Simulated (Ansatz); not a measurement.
# C₅H₈O₂: a ladder of functionals and wavefunction methods

The task here is to estimate one member of a computed series from the others.

Method: functionals in def2-TZVPP, the program's frozen cores in correlated methods; program: Ansatz 0.2.0, Gaussian basis.

Plan: LDA (SPW92), PBE-D4, revPBE-D4, BLYP-D4, r2SCAN-D4, B97M-V, PBE0-D4, B3LYP-D4, r2SCANh-D4, r2SCAN0-D4, HSE06-D4, BHLYP-D4, CAM-B3LYP-D4, LC-ωPBE, ωB97X-V, ωB97M-V, B2PLYP, PBE-QIDH; CCSD(T)/def2-SVP; MP2/def2-TZVPP; MP2/def2-QZVPP; RPA on PBE.

### Structure used throughout

An earlier PBE0-D4 in a triple-zeta def2 set relaxation fixed the geometry.

15 atoms, charge 0, spin multiplicity 1.

Atoms are counted from 1 here; the program's logs count them from 0.

Bond lengths: C1–C2 1.513 Å, C1–H8 1.091 Å, C1–H9 1.091 Å, C1–H10 1.091 Å, C2–C3 1.504 Å, C2–H11 1.098 Å, C2–H12 1.098 Å, C3–O4 1.205 Å, C3–C5 1.520 Å, C5–C6 1.509 Å, C5–H13 1.090 Å, C5–H14 1.095 Å, C6–O7 1.198 Å, C6–H15 1.108 Å. Angles: C2–C1–H8 110.9°, C2–C1–H9 110.7°, C2–C1–H10 110.9°, H8–C1–H9 108.5°, H8–C1–H10 107.2°, H9–C1–H10 108.5°, C1–C2–C3 113.9°, C1–C2–H11 111.9°, C1–C2–H12 111.7°, C3–C2–H11 107.0°, C3–C2–H12 107.1°, H11–C2–H12 104.5°, C2–C3–O4 123.3°, C2–C3–C5 116.4°, O4–C3–C5 120.3°, C3–C5–C6 109.5°, C3–C5–H13 113.5°, C3–C5–H14 106.8° and more.

The first run:

File in.yaml:

```yaml
crystal:
  periodic: [false, false, false]
  atoms:
    - {symbol: C, position_ang: [-1.162779, 0.509985, 1.958044]}
    - {symbol: C, position_ang: [-0.311012, -0.332691, 1.034976]}
    - {symbol: C, position_ang: [0.318858, 0.441515, -0.089595]}
    - {symbol: O, position_ang: [0.169774, 1.627541, -0.241613]}
    - {symbol: C, position_ang: [1.143382, -0.360501, -1.083387]}
    - {symbol: C, position_ang: [0.482779, -0.312101, -2.439503]}
    - {symbol: O, position_ang: [0.211981, -1.285316, -3.083582]}
    - {symbol: H, position_ang: [-1.979518, 0.982958, 1.411051]}
    - {symbol: H, position_ang: [-1.589268, -0.101557, 2.754773]}
    - {symbol: H, position_ang: [-0.573419, 1.307674, 2.412331]}
    - {symbol: H, position_ang: [-0.885725, -1.150116, 0.579715]}
    - {symbol: H, position_ang: [0.501115, -0.834834, 1.576486]}
    - {symbol: H, position_ang: [1.291490, -1.398398, -0.786612]}
    - {symbol: H, position_ang: [2.110743, 0.145380, -1.174125]}
    - {symbol: H, position_ang: [0.249801, 0.709661, -2.799560]}
basis:
  gaussian: {orbitals: def2-TZVPP}
hamiltonian: {xc: lda}
output: {orbitals: {seedname: orbitals}}
```

The run is started by

```
ansatz run in.yaml --threads 4 --pin off --events-out ev --progress --plain --max-ram 11315MiB
```

Steps of the session up to this table: LDA; PBE-D4 (GGA); revPBE-D4 (GGA); BLYP-D4 (GGA); r2SCAN-D4 (meta-GGA); B97M-V (meta-GGA); PBE0-D4 (hybrid); B3LYP-D4 (hybrid); r2SCANh-D4 (hybrid); r2SCAN0-D4 (hybrid); HSE06-D4 (hybrid); BHLYP-D4 (hybrid); CAM-B3LYP-D4 (range-separated); LC-ωPBE (range-separated); ωB97X-V (range-separated); ωB97M-V (range-separated); B2PLYP (double hybrid); PBE-QIDH (double hybrid).

One of the session's tables, all rows but one given; the rest of the session is left out.

It belongs to the step «Frontier levels by functional». 

```
  functional  HOMO (eV)  gap (eV)
 LDA (SPW92)      -6.02      3.38
      PBE-D4      -5.85      3.48
   revPBE-D4      -5.77      3.51
     BLYP-D4      -5.77      3.52
   r2SCAN-D4      -6.15      3.99
      B97M-V          ?         ?
     PBE0-D4      -7.42      6.17
    B3LYP-D4      -7.20      5.67
  r2SCANh-D4      -6.74      4.99
  r2SCAN0-D4      -7.63      6.51
    HSE06-D4      -7.01      5.38
    BHLYP-D4      -8.97      8.94
CAM-B3LYP-D4      -8.88      8.84
     LC-ωPBE     -10.16     11.38
     ωB97X-V      -9.85     10.97
     ωB97M-V      -9.79     10.82
```

Q: Estimate the row for B97M-V from the others.

As computed: HOMO (eV): -6.31; gap (eV): 4.26. In the column «HOMO (eV)» it lies between r2SCANh-D4 (-6.74) and r2SCAN-D4 (-6.15).
